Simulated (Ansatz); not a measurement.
# GaNH2+ (quartet): from Hartree-Fock to the top rungs, cc-pVTZ

The task here is to estimate one member of a computed series from the others.

The runs use Ansatz 0.2.0, Gaussian basis; cc-pVTZ, core rule «outside noble gas», up to 15 orbitals frozen.

The runs, in order: UHF; CCSD(T) on ROHF; CCSD(T) on UHF; BCCD(T) on ROHF; CCSDT(Q) on ROHF; CCSDT(Q) on UHF.

12 further runs of the same task are left out: 8 for a known fault of the program, 4 set aside as unsound or not needed.

**What is computed**

The geometry is a PBE0/def2-TZVP stationary point (not a proven minimum) of the parent state, kept for this charge and spin. No spin-orbit coupling is included. The filled d shell of Ga may be among the frozen orbitals whatever the setting's name suggests; the logs give the count.

4 atoms, charge 1, spin multiplicity 4.

Atoms are counted from 1 here; the program's logs count them from 0.

Bond lengths: N1–Ga2 1.923 Å, Ga2–H3 1.565 Å, Ga2–H4 1.565 Å. Angles: N1–Ga2–H3 117.6°, N1–Ga2–H4 117.6°, H3–Ga2–H4 124.7°.

The first run:

The input, in.yaml:

```yaml
crystal:
  periodic: [false, false, false]
  atoms:
    - {symbol: N, position_ang: [0.000000, 0.000000, 1.625834]}
    - {symbol: Ga, position_ang: [0.000000, 0.000000, -0.297041]}
    - {symbol: H, position_ang: [0.000000, 1.386306, -1.022870]}
    - {symbol: H, position_ang: [0.000000, -1.386306, -1.022870]}
basis:
  gaussian: {orbitals: cc-pVTZ}
total_charge: 1
magnetization: {spin_polarized: true, initial_magnetization: 3}
hamiltonian: {xc: hf}
output: {orbitals: {seedname: orbitals}}
```

On the command line:

```sh
$ ansatz run in.yaml --threads 1 --pin off --events-out ev --progress --plain --max-ram 4096MiB --backend cpu
```

Among the steps run: UHF; CCSD(T) on ROHF; CCSD(T) on UHF; BCCD(T) on ROHF; CCSDT(Q) on ROHF; CCSDT(Q) on UHF.

One table of the session follows, with a row left open; its other results are not shown here.

```
   method  from UCCSDT(Q) (meV)
     ROHF               +5527.1
      UHF                     ?
     RMP2               +1086.1
     UMP2               +1057.2
    RCCSD                +163.4
    UCCSD                +157.0
 RCCSD(T)                 +36.8
 UCCSD(T)                 +31.9
  BCCD(T)                 +36.1
   RCCSDT                  +8.9
   UCCSDT                  +4.1
RCCSDT(Q)                  +5.2
UCCSDT(Q)                     0
```

**Question.** Estimate the row for UHF.

**Answer.** from UCCSDT(Q) (meV): +5413.5. In the column «from UCCSDT(Q) (meV)» it lies between RMP2 (+1086.1) and ROHF (+5527.1).

Among the levels timed on like hardware and quicker than the yardstick, those that no quicker one beats, quickest first: UCCSD(T) (13 s, +31.9 meV).

Limits of these values: Restricted and unrestricted rows rest on different reference determinants; where their highest levels disagree by more than a few hundredths of an eV, they describe different states and don't form one ladder.
